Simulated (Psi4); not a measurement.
**InF (SMILES [F][In]) at HF/def2-TZVPP (core potential, sweep point 4)**

Wanted: a geometry optimisation of InF. 

The calculation is run with Psi4 1.11.

5 further runs of the same task are left out: 1 that didn't finish, 4 set aside as unsound or not needed.

### 1 The structure to begin with

The species is InF (2 atoms), meant as a singlet with charge 0. As SMILES, `[F][In]`. The shape comes from GFN2-xTB, which is rough for such elements, and wasn't checked as a minimum. The run starts from this shape.

Bond lengths: F1–In2 2.025 Å.

### 2 A structure relaxation at HF/def2-TZVPP (core potential, sweep point 4)

calc.dat

```
memory 1600 MB

molecule m {
  0 1
  F      0.000000     0.000000     0.000000
  In     0.000000     0.000000     2.025490
  units angstrom
  symmetry c1
}

set basis def2-TZVPP
set reference rhf
set puream true
set scf_type pk
set g_convergence gau_tight
set geom_maxiter 50

energy_value = optimize("hf")
```

Started as:

```sh
psi4 -n 1 calc.dat calc.out
```

calc.out:

```text
Psi4 1.11 release

gradient() will perform analytic gradient computation.

   => Loading Basis Set <=

    Name: DEF2-TZVPP
    Role: ORBITAL
    Keyword: BASIS

    !!!  WARNING: ECP capability is in beta. Please check occupations closely.  !!!

         ---------------------------------------------------------
                                   SCF
                              RHF Reference
                        1 Threads,   1525 MiB Core
         ---------------------------------------------------------

  ==> Geometry <==

    Molecular point group: c1
    Full point group: C_inf_v

    Geometry (in Angstrom), charge = 0, multiplicity = 1:

       Center              X                  Y                   Z               Mass
    ------------   -----------------  -----------------  -----------------  -----------------
         F            0.000000000000     0.000000000000    -1.738108223790    18.998403162730
         IN           0.000000000000     0.000000000000     0.287381776210   114.903878776000

  Running in c1 symmetry.

  Rotational constants: A = ************  B =      0.25204  C =      0.25204 [cm^-1]
  Rotational constants: A = ************  B =   7556.02145  C =   7556.02145 [MHz]
  Nuclear repulsion =   49.377924757283438

  Charge       = 0
  Multiplicity = 1
  Electrons    = 30
  Nalpha       = 15
  Nbeta        = 15

  ==> Algorithm <==

  SCF Algorithm Type is PK.
  DIIS enabled.
  MOM disabled.
  Fractional occupation disabled.
  Guess Type is SAD.
  Energy threshold   = 1.00e-08
  Density threshold  = 1.00e-08
  Integral threshold = 1.00e-12

  ==> Primary Basis <==

  Basis Set: DEF2-TZVPP
    Blend: DEF2-TZVPP
    Number of shells: 27
    Number of basis functions: 81
    Number of Cartesian functions: 95
    Spherical Harmonics?: true
    Max angular momentum: 3

  Core potential: DEF2-TZVPP
    Number of shells: 4
    Number of ECP primitives: 18
    Number of ECP core electrons: 28
    Max angular momentum: 3

  ==> Integral Setup <==

  Using in-core PK algorithm.
   Calculation information:
      Number of atoms:                   2
      Number of AO shells:              27
      Number of primitives:             49
      Number of atomic orbitals:        95
      Number of basis functions:        81

      Integral cutoff                 1.00e-12
      Number of threads:                 1

  Performing in-core PK
  Using 11032362 doubles for integral storage.
  We computed 67754 shell quartets total.
  Whereas there are 71631 unique shell quartets.

  ==> DiskJK: Disk-Based J/K Matrices <==

    J tasked:                  Yes
    K tasked:                  Yes
    wK tasked:                  No
    Memory [MiB]:             1144
    Schwarz Cutoff:          1E-12

  Minimum eigenvalue in the overlap matrix is 2.8784177110E-03.
  Reciprocal condition number of the overlap matrix is 7.3859161334E-04.
    Using symmetric orthogonalization.

  ==> Pre-Iterations <==

  SCF Guess: Superposition of Atomic Densities via on-the-fly atomic UHF (no occupation information).

   -------------------------
    Irrep   Nso     Nmo
   -------------------------
     A         81      81
   -------------------------
    Total      81      81
   -------------------------

  ==> Iterations <==

                        Total Energy        Delta E     RMS |[F,P]|

   @RHF iter SAD:  -287.21288069706662   -2.87213e+02   0.00000e+00
   @RHF iter   1:  -288.63915914543372   -1.42628e+00   6.95064e-03 ADIIS/DIIS
   @RHF iter   2:  -288.70259796241271   -6.34388e-02   5.43964e-03 ADIIS/DIIS
   @RHF iter   3:  -288.75448554217166   -5.18876e-02   4.81950e-04 ADIIS/DIIS
   @RHF iter   4:  -288.75513043632003   -6.44894e-04   1.63637e-04 ADIIS/DIIS
   @RHF iter   5:  -288.75527595599897   -1.45520e-04   3.07799e-05 DIIS
   @RHF iter   6:  -288.75528631104282   -1.03550e-05   8.22972e-06 DIIS
   @RHF iter   7:  -288.75528688135978   -5.70317e-07   2.97801e-06 DIIS
   @RHF iter   8:  -288.75528695951607   -7.81563e-08   8.68253e-07 DIIS
   @RHF iter   9:  -288.75528696511822   -5.60215e-09   1.69407e-07 DIIS
   @RHF iter  10:  -288.75528696535451   -2.36298e-10   4.02133e-08 DIIS
   @RHF iter  11:  -288.75528696536560   -1.10845e-11   4.65969e-09 DIIS
  Energy and wave function converged.

  ==> Post-Iterations <==

    Orbital Energies [Eh]
    ---------------------

    Doubly Occupied:

       1A    -26.173410     2A     -5.385957     3A     -3.642257
       4A     -3.642257     5A     -3.634360     6A     -1.442668
       7A     -1.029757     8A     -1.029757     9A     -1.022344
      10A     -1.022344    11A     -1.020012    12A     -0.570626
      13A     -0.531583    14A     -0.531583    15A     -0.353891

    Virtual:

      16A      0.018737    17A      0.018737    18A      0.068134
      19A      0.147332    20A      0.147332    21A      0.196497
      22A      0.260280    23A      0.260280    24A      0.273980
[... 18 lines of this table left out ...]
      79A     39.540417    80A     58.609407    81A    125.586967

    Final Occupation by Irrep:
              A
    DOCC [    15 ]
    NA   [    15 ]
    NB   [    15 ]

  @RHF Final Energy:  -288.75528696536560

   => Energetics <=

    Nuclear Repulsion Energy =             49.3779247572834379
    One-Electron Energy =                -574.2008173348455102
    Two-Electron Energy =                 236.0676056121964166
    Total Energy =                       -288.7552869653655989

Computation Completed

Properties will be evaluated at   0.000000,   0.000000,   0.000000 [a0]

Properties computed using the SCF density matrix

 Multipole Moments:

[... 5 lines left out ...]
 Dipole X            :         -0.0000001            0.0000000           -0.0000001
[... 83 lines left out ...]
	                                 ==> Convergence Check <==
[... 8 lines left out ...]
	  Convergence Criteria              o    1.50e-05 *    1.00e-05 *    6.00e-05 *    4.00e-05 *~
[... 112 lines left out ...]
   @RHF iter   0:  -288.77070840557053   -2.88771e+02   1.30743e-03
[... 2 lines left out ...]
   @RHF iter   3:  -288.75602604743347   -1.87455e-05   1.13298e-05 DIIS
[... 2 lines left out ...]
   @RHF iter   6:  -288.75602671298680   -5.98527e-09   2.28980e-07 DIIS
[... 2 lines left out ...]
   @RHF iter   9:  -288.75602671352988   -1.93268e-12   4.07014e-09 DIIS
[... 10 lines left out ...]
  @RHF Final Energy:  -288.75602671352988
[... 5 lines left out ...]
    Two-Electron Energy =                 237.4844637914664816
[... 16 lines left out ...]
 Dipole Y            :          0.0000000            0.0000000            0.0000000
[... 68 lines left out ...]
	Measures of convergence in internal coordinates in au.
[... 84 lines left out ...]
                        Total Energy        Delta E     RMS |[F,P]|
[... 3 lines left out ...]
   @RHF iter   2:  -288.75604840518832   -1.08129e-06   1.68072e-05 DIIS
[... 2 lines left out ...]
   @RHF iter   5:  -288.75604891161009   -2.47121e-09   1.74638e-07 DIIS
[... 2 lines left out ...]
   @RHF iter   8:  -288.75604891178227   -1.76215e-12   2.60062e-09 DIIS
[... 10 lines left out ...]
  @RHF Final Energy:  -288.75604891178227
[... 5 lines left out ...]
    Two-Electron Energy =                 237.2528121169337965
[... 16 lines left out ...]
 Dipole Y            :          0.0000000            0.0000000            0.0000000
[... 68 lines left out ...]
	Measures of convergence in internal coordinates in au.
[... 84 lines left out ...]
                        Total Energy        Delta E     RMS |[F,P]|
[... 3 lines left out ...]
   @RHF iter   2:  -288.75604930524372   -1.99641e-08   2.28655e-06 DIIS
[... 2 lines left out ...]
   @RHF iter   5:  -288.75604931461498   -4.58158e-11   2.37222e-08 DIIS
[... 5 lines left out ...]
    Final Occupation by Irrep:
[... 10 lines left out ...]
    One-Electron Energy =                -576.6600379404451360
[... 16 lines left out ...]
 Dipole X            :         -0.0000000            0.0000000           -0.0000000
[... 67 lines left out ...]
	                                 ==> Convergence Check <==
[... 8 lines left out ...]
	  Convergence Criteria              o    1.50e-05 *    1.00e-05 *    6.00e-05 *    4.00e-05 *
[... 80 lines left out ...]
   @RHF iter   1:  -288.75604932174906   -4.15286e-05   4.41577e-07 DIIS
[... 2 lines left out ...]
   @RHF iter   4:  -288.75604932230419   -6.19593e-12   1.47888e-08 DIIS
[... 5 lines left out ...]
    Final Occupation by Irrep:
[... 10 lines left out ...]
    One-Electron Energy =                -576.6512834461755119
[... 16 lines left out ...]
 Dipole X            :         -0.0000000            0.0000000           -0.0000000
[... 67 lines left out ...]
	                                 ==> Convergence Check <==
[... 8 lines left out ...]
	  Convergence Criteria              o    1.50e-05 *    1.00e-05 *    6.00e-05 *    4.00e-05 *
[... 26 lines left out ...]
    Geometry (in Angstrom), charge = 0, multiplicity = 1:

       Center              X                  Y                   Z               Mass
    ------------   -----------------  -----------------  -----------------  -----------------
         F            0.000000000000     0.000000000000    -1.695595651157    18.998403162730
         IN           0.000000000000     0.000000000000     0.280352674991   114.903878776000

  Running in c1 symmetry.

  Rotational constants: A = ************  B =      0.26484  C =      0.26484 [cm^-1]
  Rotational constants: A = ************  B =   7939.66581  C =   7939.66581 [MHz]
  Nuclear repulsion =   50.615945514927930

  Charge       = 0
  Multiplicity = 1
  Electrons    = 30
  Nalpha       = 15
  Nbeta        = 15

  ==> DiskJK: Disk-Based J/K Matrices <==

    J tasked:                  Yes
    K tasked:                  Yes
    wK tasked:                  No
    Memory [MiB]:             1144
    Schwarz Cutoff:          1E-12

  Minimum eigenvalue in the overlap matrix is 2.8711209191E-03.
  Reciprocal condition number of the overlap matrix is 7.2895176342E-04.
    Using symmetric orthogonalization.

  ==> Iterations <==

                        Total Energy        Delta E     RMS |[F,P]|

   @RHF iter   0:  -288.75605503640213   -2.88756e+02   5.52506e-07
   @RHF iter   1:  -288.75604932243544    5.71397e-06   6.08160e-08 DIIS
   @RHF iter   2:  -288.75604932244306   -7.61702e-12   4.33647e-08 DIIS
   @RHF iter   3:  -288.75604932244562   -2.55795e-12   4.72203e-09 DIIS
  Energy and wave function converged.

  ==> Post-Iterations <==

    Orbital Energies [Eh]
    ---------------------

    Doubly Occupied:

       1A    -26.181389     2A     -5.381844     3A     -3.638311
       4A     -3.638311     5A     -3.630341     6A     -1.455815
       7A     -1.026021     8A     -1.026021     9A     -1.018840
      10A     -1.018840    11A     -1.016488    12A     -0.581048
      13A     -0.541520    14A     -0.541520    15A     -0.349443

    Virtual:

      16A      0.020731    17A      0.020731    18A      0.069857
      19A      0.148940    20A      0.148940    21A      0.199266
      22A      0.261722    23A      0.261722    24A      0.278369
[... 18 lines of this table left out ...]
      79A     39.579937    80A     58.614151    81A    125.595035

    Final Occupation by Irrep:
              A
    DOCC [    15 ]
    NA   [    15 ]
    NB   [    15 ]

  @RHF Final Energy:  -288.75604932244562

   => Energetics <=

    Nuclear Repulsion Energy =             50.6159455149279296
    One-Electron Energy =                -576.6524873814124703
    Two-Electron Energy =                 237.2804925440389354
    Total Energy =                       -288.7560493224456195

Computation Completed

Properties will be evaluated at   0.000000,   0.000000,   0.000000 [a0]

Properties computed using the SCF density matrix

 Multipole Moments:

 ------------------------------------------------------------------------------------
     Multipole            Electronic (a.u.)      Nuclear  (a.u.)        Total (a.u.)
 ------------------------------------------------------------------------------------

 L = 1.  Multiply by 2.5417464519 to convert [e a0] to [Debye]
 Dipole X            :         -0.0000000            0.0000000           -0.0000000
 Dipole Y            :          0.0000000            0.0000000            0.0000000
 Dipole Z            :         18.9492424          -17.7123173            1.2369251
 Magnitude           :                                                    1.2369251

 ------------------------------------------------------------------------------------

	total time  =          1 seconds =       0.02 minutes

         ------------------------------------------------------------
                                   SCF GRAD
         ------------------------------------------------------------

  ==> Geometry <==

    Molecular point group: c1
    Full point group: C_inf_v

    Geometry (in Angstrom), charge = 0, multiplicity = 1:

       Center              X                  Y                   Z               Mass
    ------------   -----------------  -----------------  -----------------  -----------------
         F            0.000000000000     0.000000000000    -1.695595651157    18.998403162730
         IN           0.000000000000     0.000000000000     0.280352674991   114.903878776000

  Nuclear repulsion =   50.615945514927930

  ==> DirectJKGrad: Integral-Direct SCF Gradients <==

    Gradient:                    1
    J tasked:                  Yes
    K tasked:                  Yes
    wK tasked:                  No
    Integrals threads:           1
    Schwarz Cutoff:          1E-12

  -Total Gradient:
     Atom            X                  Y                   Z
    ------   -----------------  -----------------  -----------------
       1       -0.000000000001    -0.000000000000     0.000001052940
       2        0.000000000001     0.000000000000    -0.000001052939

	total time  =          2 seconds =       0.03 minutes

    			-----------------------------------------

    			 OPTKING 3.0: for geometry optimizations

    			        with contributions from

    			-----------------------------------------

	                            ===> Fragment 1 <==

	 Z (Atomic Numbers)          Masses                          Geom
	       9.000000            18.998403          0.00000000  0.00000000 -3.20421140
	      49.000000            114.903879         0.00000000  0.00000000  0.52978977

	 - Coordinate -           - BOHR/RAD -       - ANG/DEG -
	 R(1,2)           =         3.734001           1.975948

	        --- Internal Coordinate Step in ANG or DEG, aJ/ANG or AJ/DEG ---
	-------------------------------------------------------------------------------
	           Coordinate      Previous         Force          Change          New
	           ----------      --------        ------          ------        ------
	               R(1,2)       1.97595        0.00001        0.00000       1.97595
	-------------------------------------------------------------------------------

	                                 ==> Convergence Check <==

	Measures of convergence in internal coordinates in au.

	Criteria marked as inactive (o), active & met (*), and active & unmet ( ).

	----------------------------------------------------------------------------------------------
	   Step    Total Energy     Delta E     Max Force     RMS Force      Max Disp      RMS Disp
	----------------------------------------------------------------------------------------------
	  Convergence Criteria              o    1.50e-05 *    1.00e-05 *    6.00e-05 *    4.00e-05 *
	----------------------------------------------------------------------------------------------
	     6    -288.75604932   -1.41e-10 o    1.05e-06 *    1.05e-06 *    6.32e-06 *    6.32e-06 *  ~
	----------------------------------------------------------------------------------------------

Next Geometry in Ang
	Fragment 1 (Ang)

	    F   0.0000000000   0.0000000000  -1.6955973231
	   In   0.0000000000   0.0000000000   0.2803543469

    Final optimized geometry and variables:
    Molecular point group: c1
    Full point group: C_inf_v

    Geometry (in Angstrom), charge = 0, multiplicity = 1:

    F            0.000000000000     0.000000000000    -1.695595651157
    IN           0.000000000000     0.000000000000     0.280352674991

    Psi4 run time: 0:00:19.78

[set-up sections that repeat, and orbital energies of the middle runs, are left out above]
```

Standard output:

```text
Optimizer: Optimization complete!
```

Run time: 21 s. Hardware: 1 thread of Intel Xeon 6975P-C (Granite Rapids), shared host; peak memory 0.34 GiB.

Step by step:

```tsv
step	energy from the first frame kept (eV)	largest force (eV/Å)
0	0.0000	0.8021
1	-0.0201	0.1527
2	-0.0207	0.0203
3	-0.0207	0.0028
4	-0.0207	0.0004
5	-0.0207	0.0001
```

After the run. Bond lengths: F1–In2 1.976 Å.

### 3 Outcome

At HF/def2-TZVPP (core potential, sweep point 4):

| quantity | value |
| --- | --- |
| total energy at the end | -288.75605 Eh |
| dipole moment | 3.14 D |
| HOMO energy | -9.51 eV |
| LUMO energy | 0.56 eV |
| HOMO–LUMO gap | 10.07 eV |
| bond length | 1.976 Å |

What this shows: At the final geometry: Bond lengths: F1–In2 1.976 Å. The optimisation took 6 steps and changed the energy by -0.021 eV.
